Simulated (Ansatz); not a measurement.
# BFH4OSSi: small, medium and large basis sets

Aim: see how fast density functionals converge with the basis set for BFH4OSSi.

Program: Ansatz 0.2.0, Gaussian basis. Level of theory: one geometry, several basis sets. These are calculated values, not measurements.

Levels to be run: PBE0-D4/def2-SVP; ωB97M-V/def2-SVP; PBE0-D4/def2-QZVPP; ωB97M-V/def2-QZVPP; the functionals' def2-TZVPP values are taken from earlier runs.

## (1) Structure used throughout

An earlier PBE0-D4 in a triple-zeta def2 set relaxation fixed the geometry.

SMILES `FB(S)O[SiH3]`, 9 atoms, charge 0, spin multiplicity 1.

Atoms are counted from 1 here; the program's logs count them from 0.

Bond lengths: F1–B2 1.328 Å, B2–S3 1.819 Å, B2–O4 1.343 Å, S3–H6 1.342 Å, O4–Si5 1.653 Å, Si5–H7 1.481 Å, Si5–H8 1.481 Å, Si5–H9 1.485 Å. Angles: F1–B2–S3 119.5°, F1–B2–O4 118.4°, S3–B2–O4 122.1°, B2–S3–H6 94.8°, B2–O4–Si5 138.4°, O4–Si5–H7 107.9°, O4–Si5–H8 107.9°, O4–Si5–H9 110.1°, H7–Si5–H8 110.4°, H7–Si5–H9 110.3°, H8–Si5–H9 110.3°.

## (2) PBE0-D4 in def2-SVP

in.yaml reads:

```yaml
crystal:
  periodic: [false, false, false]
  atoms:
    - {symbol: F, position_ang: [1.663042, -1.632290, -0.947200]}
    - {symbol: B, position_ang: [1.008409, -0.674579, -0.300729]}
    - {symbol: S, position_ang: [1.904847, 0.386341, 0.874002]}
    - {symbol: O, position_ang: [-0.304304, -0.523845, -0.541248]}
    - {symbol: Si, position_ang: [-1.546728, 0.448306, -0.048191]}
    - {symbol: H, position_ang: [3.089570, -0.215125, 0.685898]}
    - {symbol: H, position_ang: [-2.066098, 1.162318, -1.237250]}
    - {symbol: H, position_ang: [-2.597731, -0.417749, 0.533655]}
    - {symbol: H, position_ang: [-1.062507, 1.420322, 0.964062]}
basis:
  gaussian: {orbitals: def2-SVP}
hamiltonian: {xc: pbe0, dispersion: d4}
output: {orbitals: {seedname: orbitals}}
```

Run with:

```
$ ansatz run in.yaml --threads 4 --pin off --events-out ev --progress --plain --max-ram 10444MiB
```

The runs that follow: ωB97M-V in def2-SVP; PBE0-D4 in def2-QZVPP; ωB97M-V in def2-QZVPP.

Before running them: what should the planned runs give, taken together? Wanted: PBE0-D4: double and triple zeta above quadruple; ωB97M-V: double and triple zeta above quadruple.

As calculated:

| quantity | value |
| --- | --- |
| PBE0-D4: double and triple zeta above quadruple | 14.07, 0.91 eV |
| ωB97M-V: double and triple zeta above quadruple | 14.13, 0.85 eV |

In words: PBE0-D4 gains 13.17 eV from double to triple zeta, then 0.91 eV more. These are total energies; as a rule much of such shifts cancels in differences, which this series doesn't test. The LUMO of ωB97M-V is positive and keeps falling with the basis (2.17 to 1.11 eV): an unbound level that the basis holds in place.
